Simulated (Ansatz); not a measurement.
# CuSi16: the cost of one run

Method: DFT LDA, plane waves, PAW, scalar-relativistic, no spin polarisation, in Ansatz 0.2.0.

1 further run of the same task is left out (it didn't finish).

### Step 1. The system as given

The cell holds 17 atoms (CuSi16): a = 7.679 Å, b = 7.679 Å, c = 7.679 Å, α = 60.00°, β = 60.00°, γ = 60.00°.

The coordinates stand in the first input below.

### Step 2. Relaxing end A

The input, input.yaml:

```yaml
crystal:
  lattice:
    - [0.0, 5.43, 5.43]
    - [5.43, 0.0, 5.43]
    - [5.43, 5.43, 0.0]
  atoms:
    - { symbol: Si, position: [0.0, 0.0, 0.0] }
    - { symbol: Si, position: [0.125, 0.125, 0.125] }
    - { symbol: Si, position: [0.0, 0.0, 0.5] }
    - { symbol: Si, position: [0.125, 0.125, 0.625] }
    - { symbol: Si, position: [0.0, 0.5, 0.0] }
    - { symbol: Si, position: [0.125, 0.625, 0.125] }
    - { symbol: Si, position: [0.0, 0.5, 0.5] }
    - { symbol: Si, position: [0.125, 0.625, 0.625] }
    - { symbol: Si, position: [0.5, 0.0, 0.0] }
    - { symbol: Si, position: [0.625, 0.125, 0.125] }
    - { symbol: Si, position: [0.5, 0.0, 0.5] }
    - { symbol: Si, position: [0.625, 0.125, 0.625] }
    - { symbol: Si, position: [0.5, 0.5, 0.0] }
    - { symbol: Si, position: [0.625, 0.625, 0.125] }
    - { symbol: Si, position: [0.5, 0.5, 0.5] }
    - { symbol: Si, position: [0.625, 0.625, 0.625] }
    - { symbol: Cu, position: [0.8201792, 0.8042493, 0.3006524] }
total_charge: 1
basis:
  ecutwfc: 420.0
kpoints:
  mp_grid: { grid: [2, 2, 2] }
hamiltonian:
  xc: lda
  pseudopotentials: { kind: paw, azcp: { folder: soft_1 } }
scf:
  occupations: { method: fermi_dirac, width: 0.05 }
  lower_state_search: "off"
relax:
  f_tol: 0.03
  max_steps: 60
  adjacent_minimum: "off"
```

The run is started by

```
$ ansatz run input.yaml --threads 1 --pin off --max-ram 3072MiB --backend cpu --events-out ev --progress --plain --runs-dir out
```

Q: Estimate wall time and peak memory on 1 thread of Arm Neoverse V2, shared host.

About 23 s, with a peak of 0.51 GiB.
